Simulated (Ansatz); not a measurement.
Geometry optimisation, DFT PBE, scalar-relativistic, plane waves, PAW in Ansatz.

input.yaml

```yaml
crystal:
  lattice:
    - [5.48, 0.0, 0.0]
    - [-4.11, 7.118729, 0.0]
    - [0.0, 0.0, 4.39496]
  atoms:
    - { symbol: Tc, position: [0.0, 0.0, 0.0] }
    - { symbol: Tc, position: [0.16666666, 0.22222222, 0.5] }
    - { symbol: Tc, position: [-1.0e-08, 0.33333332, 0.0] }
    - { symbol: Tc, position: [0.16666666, 0.55555554, 0.5] }
    - { symbol: Tc, position: [-1.0e-08, 0.66666665, 0.0] }
    - { symbol: Tc, position: [0.16666665, 0.88888887, 0.5] }
    - { symbol: Tc, position: [0.5, 0.0, 0.0] }
    - { symbol: Tc, position: [0.66666666, 0.22222222, 0.5] }
    - { symbol: Tc, position: [0.49999999, 0.33333332, 0.0] }
    - { symbol: Tc, position: [0.66666666, 0.55555554, 0.5] }
    - { symbol: Tc, position: [0.49999999, 0.66666665, 0.0] }
    - { symbol: Tc, position: [0.66666665, 0.88888887, 0.5] }
    - { symbol: H, position: [0.82968582, 0.44711644, 0.75072723] }
basis:
  ecutwfc: 600.0
kpoints:
  mp_grid: { grid: [4, 3, 4] }
hamiltonian:
  xc: pbe
scf:
  occupations: { method: gaussian, width: 0.1 }
  lower_state_search: "off"
relax:
  f_tol: 0.03
  max_steps: 60
  adjacent_minimum: "off"
output:
  write_density: true
  write_potential: true
  elf: true
  volumetric_format: npy
```

Run as:

```bash
$ ansatz run input.yaml --threads 4 --pin off --max-ram 10240MiB --backend cpu --events-out ev --progress --plain --runs-dir out
```

Q: Where does it end, and by what steps?

A: The forces met the threshold. Limits of this set-up: coarse k mesh, odd electron count without spin, a small cell, in which the defect meets its images, a typed lattice constant that wasn't relaxed here. After 6 steps the energy has fallen by 0.133 eV; Tc10 moved furthest, 0.06 Å.

| step | energy less start (eV) | largest force component (eV/Å) | accepted |
| --- | --- | --- | --- |
| 0 | 0.0000 | 0.722 | yes |
| 1 | -0.0898 | 0.304 | yes |
| 2 | -0.1099 | 0.158 | yes |
| 3 | -0.1239 | 0.135 | yes |
| 4 | -0.1044 | 0.319 | no |
| 5 | -0.1330 | 0.034 | yes |
| 6 | -0.1334 | 0.028 | yes |

```xyz
13
Lattice="5.4800 0.0000 0.0000 -4.1100 7.1187 0.0000 0.0000 0.0000 4.3950" Properties=species:S:1:pos:R:3
Tc -0.005 -0.005 0.032
Tc -0.002 1.577 2.177
Tc -1.347 2.363 0.054
Tc -1.344 3.969 2.147
Tc -2.742 4.775 0.042
Tc -2.745 6.331 2.172
Tc 2.740 0.000 0.025
Tc 2.738 1.555 2.156
Tc 1.339 2.361 0.051
Tc 1.342 3.968 2.144
Tc -0.003 4.753 0.021
Tc 0.000 6.336 2.166
H 2.737 3.166 3.296
```

Whether the end is a true minimum wasn't checked by a vibrational analysis.

Run time: 56 s on 4 threads of Intel(R) Xeon(R) Platinum 8488C (Sapphire Rapids) (shared host), peak memory 1.5 GiB.
